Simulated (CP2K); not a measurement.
The system is GaGe.

```
CELL_PARAMETERS angstrom
4.09817 0.00000 0.00000
2.04909 3.54912 0.00000
2.04909 1.18304 3.34614
ATOMIC_POSITIONS crystal
Ge 0.00000 0.00000 0.00000
Ga 0.25000 0.25000 0.25000
```

The cell comes from a database or a generator and needn't be the stable form of this composition.

Base run:

- Program: CP2K 2026.2
- Functional: PW91
- Potentials or basis: POTENTIAL_UZH Ge GTH-PBE-q4, Ga GTH-PBE-q13; TZVP-MOLOPT-PBE-GTH basis
- Density cutoff: 9184 eV
- k mesh: 8 × 8 × 8
- Occupations: fermi-dirac, width 0.05 eV
- Spin: no spin polarisation

Its results: band gap on the k mesh none (metal or under the smearing width); pressure 0.5 GPa.

**Question.** After a change of settings the same cell gave: band gap on the k mesh none (metal or under the smearing width); pressure -1.2 GPa. Which change was it?
A. functional from PW91 to revPBE
B. functional from PW91 to M06-L
C. functional from PW91 to AM05

**Answer.** C.

AM05 binds more tightly than PW91, so the same cell stands under less pressure.

Caveats: the potentials were made for another functional, which shifts forces and pressure; the basis of atomic orbitals isn't converged, which shifts pressures, moduli and gaps.

Runs at the PBE level aren't shown here.
